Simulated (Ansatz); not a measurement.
# Li3Au: the cost of one run

Program: Ansatz 0.2.0. Level of theory: DFT PBEsol, scalar-relativistic, plane waves, PAW. These are calculated values, not measurements.

1 further run of the same task is left out (set aside as unsound or not needed).

## 1. Starting point

The structure is cubic, space group Fm-3m (No. 225). Conventional cell: a = 6.302 Å, b = 6.302 Å, c = 6.302 Å, α = 90.00°, β = 90.00°, γ = 90.00°. Li (site symmetry -43m) is surrounded by 4 Li at 2.73 Å and 4 Au at 2.73 Å. Li (site symmetry m-3m) is surrounded by 8 Li at 2.73 Å. Au (site symmetry m-3m) is surrounded by 8 Li at 2.73 Å.

Coordinates:

```cif
data_structure
_symmetry_space_group_name_H-M 'Fm-3m'
_symmetry_Int_Tables_number 225
_cell_length_a 6.3020
_cell_length_b 6.3020
_cell_length_c 6.3020
_cell_angle_alpha 90.000
_cell_angle_beta 90.000
_cell_angle_gamma 90.000
_cell_volume 250.29
loop_
_atom_site_label
_atom_site_type_symbol
_atom_site_symmetry_multiplicity
_atom_site_Wyckoff_symbol
_atom_site_fract_x
_atom_site_fract_y
_atom_site_fract_z
_atom_site_occupancy
Li1 Li 8 c 0.25000 0.75000 0.75000 1
Li2 Li 4 b 0.50000 0.00000 0.00000 1
Au1 Au 4 a 0.00000 0.00000 0.00000 1
```

The structure comes from the Crystallography Open Database.

## 2. A change within the space group

The change: strain xx, yy, zz, yz, xz, xy = -0.3, -0.3, -0.3, +0.0, +0.0, +0.0 %.

Contents of input.yaml:

```yaml
crystal:
  lattice:
    - [0.0, 3.14126341, 3.14126341]
    - [3.14126341, 0.0, 3.14126341]
    - [3.14126341, 3.14126341, 0.0]
  atoms:
    - { symbol: Li, position: [0.25, 0.25, 0.25] }
    - { symbol: Li, position: [0.75, 0.75, 0.75] }
    - { symbol: Li, position: [0.5, 0.5, 0.5] }
    - { symbol: Au, position: [0.0, 0.0, 0.0] }
basis:
  ecutwfc: 420
kpoints:
  mp_grid: { grid: [12, 12, 12] }
hamiltonian:
  xc: pbesol
scf:
  occupations: { method: gaussian, width: 0.1 }
output:
  forces: true
  stress: true
  eigenvalues: true
```

Started as:

```sh
$ ansatz run input.yaml --threads 1 --pin off --max-ram 1331MiB --backend cpu --events-out ev --progress --plain --runs-dir out
```

Q: Estimate wall time and peak memory on 1 thread of an x86-64 CPU, shared host.

About 8.2 s, with a peak of 0.39 GiB.
